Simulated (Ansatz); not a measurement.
# ClH6NSi2: the cost of one run

Method: RKS PBE0/6-31G*, in Ansatz 0.2.0.

## 1. The structure to begin with

Bond lengths: Si1–Cl2 2.490 Å, Si1–N3 1.679 Å, Si1–H5 1.466 Å, Si1–Si6 2.319 Å, N3–H7 1.006 Å, Si6–H8 1.467 Å, Si6–H9 1.471 Å, Si6–H10 1.464 Å. Angles: Cl2–Si1–N3 81.1°, Cl2–Si1–H5 99.5°, Cl2–Si1–Si6 103.3°, N3–Si1–H5 111.3°, N3–Si1–Si6 129.3°, H5–Si1–Si6 117.4°, Si1–N3–H7 128.9°, Si1–Si6–H8 113.1°, Si1–Si6–H9 109.0°, Si1–Si6–H10 112.2°, H8–Si6–H9 107.1°, H8–Si6–H10 107.7°, H9–Si6–H10 107.5°.

Coordinates:

```xyz
10

Si    0.2606    0.7122    0.2049
Cl    2.0826    0.0122   -1.3405
N    -0.2038    1.5798   -1.1552
H     0.7927    1.0757   -1.8850
H     1.0349    1.5460    1.1286
Si   -0.5550   -1.3022    1.0129
H    -1.1121    1.6454   -1.5832
H     0.2845   -1.8813    2.0674
H    -1.8882   -1.0816    1.5937
H    -0.6963   -2.3062   -0.0437
```

## 2. Pulling towards end A

Springs on the bonds that form and break draw the guess towards this end; the thresholds are loose.

Contents of input.yaml:

```yaml
crystal:
  periodic: [false, false, false]
  atoms:
    - { symbol: Si, position_ang: [0.2606, 0.7122, 0.2049] }
    - { symbol: Cl, position_ang: [2.0826, 0.0122, -1.3405] }
    - { symbol: "N", position_ang: [-0.2038, 1.5798, -1.1552] }
    - { symbol: H, position_ang: [0.7927, 1.0757, -1.885] }
    - { symbol: H, position_ang: [1.0349, 1.546, 1.1286] }
    - { symbol: Si, position_ang: [-0.555, -1.3022, 1.0129] }
    - { symbol: H, position_ang: [-1.1121, 1.6454, -1.5832] }
    - { symbol: H, position_ang: [0.2845, -1.8813, 2.0674] }
    - { symbol: H, position_ang: [-1.8882, -1.0816, 1.5937] }
    - { symbol: H, position_ang: [-0.6963, -2.3062, -0.0437] }
basis:
  gaussian: { orbitals: "6-31G*" }
hamiltonian:
  xc: pbe0
relax:
  f_tol: 0.15
  max_steps: 25
  restrain:
    - { distance: [3, 1], at: 2.63, k: 30.0 }
    - { distance: [0, 1], at: 2.13, k: 30.0 }
    - { distance: [3, 2], at: 1.02, k: 30.0 }
```

The run is started by

```bash
$ ansatz run input.yaml --threads 2 --pin off --max-ram 3072MiB --backend cpu --events-out ev --progress --plain --runs-dir out
```

**Question.** How long does this run take on 2 threads of Arm Neoverse V1, shared host, and how much memory does it need?

About 23 s, with a peak of 0.18 GiB.
